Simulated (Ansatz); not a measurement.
**Ta₂+ (sextet): the correlation ladder, def2-SVP**

One table from this session's results is given with a row withheld; the runs are named, their logs left out.

Method: def2-SVP, core rule «outside noble gas», up to 8 orbitals frozen; program: Ansatz 0.2.0, Gaussian basis.

Plan: UHF; CCSD(T) on ROHF; CCSD(T) on UHF; CISD as a restricted active space (open shells left free, so some higher excitations enter); CCSDT(Q) on ROHF; CCSDT(Q) on UHF; CASSCF and MRCISD+Q, 9 electrons in 11 orbitals; CASSCF and NEVPT2, 9 electrons in 11 orbitals.

17 further runs of the same task are left out: 4 that didn't finish, 13 set aside as unsound or not needed. Runs told in other sessions of the task aren't counted.

### The geometry

The geometry is a PBE0/def2-TZVP stationary point (not a proven minimum) of the parent state, kept for this charge and spin. No spin-orbit coupling is included. Elements past krypton take def2 core potentials.

2 atoms, charge 1, spin multiplicity 6.

Atoms are counted from 1 here; the program's logs count them from 0.

Bond lengths: Ta1–Ta2 2.422 Å.

Set-up of the first run:

in.yaml

```yaml
crystal:
  periodic: [false, false, false]
  atoms:
    - {symbol: Ta, position_ang: [0.000000, 0.000000, 0.000000]}
    - {symbol: Ta, position_ang: [0.000000, 0.000000, 2.421800]}
basis:
  gaussian: {orbitals: def2-SVP}
total_charge: 1
magnetization: {spin_polarized: true, initial_magnetization: 5}
hamiltonian: {xc: hf}
output: {orbitals: {seedname: orbitals}}
```

Launch:

```console
> ansatz run in.yaml --threads 1 --pin off --events-out ev --progress --plain --max-ram 2393MiB
```

Steps of the session up to this table: UHF; CCSD(T) on ROHF; CCSD(T) on UHF; CISD as a restricted active space (open shells left free, so some higher excitations enter); CCSDT(Q) on ROHF; CCSDT(Q) on UHF; CASSCF and MRCISD+Q, 9 electrons in 11 orbitals; CASSCF and NEVPT2, 9 electrons in 11 orbitals.

One of the session's tables, all rows but one given; the rest of the session is left out.

```
   method  from RCCSDT(Q) (kJ/mol)
     ROHF                   +597.5
     RMP2                    +83.2
     UMP2                    +75.8
    RCCSD                        ?
    UCCSD                    +56.9
 RCCSD(T)                    +21.0
 UCCSD(T)                    +14.8
   RCCSDT                    +12.9
   UCCSDT                     +7.0
RCCSDT(Q)                        0
UCCSDT(Q)                     -9.0
```

Q: Estimate the row for RCCSD from the others.

As computed: from RCCSDT(Q) (kJ/mol): +65.5. In the column «from RCCSDT(Q) (kJ/mol)» it lies between UCCSD (+56.9) and UMP2 (+75.8).

Not comparable, so not listed: CISD as a restricted active space (open shells left free, so some higher excitations enter) (they don't share determinant, frozen orbitals or solution with the rows shown, or repeat one).

Left out of the table: CASSCF frontier, NEVPT2 frontier, MRCISD frontier, MRCISD+Q frontier (the active space lost an orbital or holds another state than full CI finds).

To keep in mind: The determinant of HF (⟨S²⟩ 9.41) is far from a pure spin state, so its energy mixes those of several spin states; that is harmless only where they are near-degenerate. Left out of the table: UHF (another determinant or state than the rows shown). Warnings: spin contamination; coupled cluster took another determinant than the lowest; large T1 diagnostic. Restricted and unrestricted rows rest on different reference determinants; a gap between their highest levels can come from leftover correlation error, from unlike frozen cores or from another state. Warnings in the runs' records: passed over end.
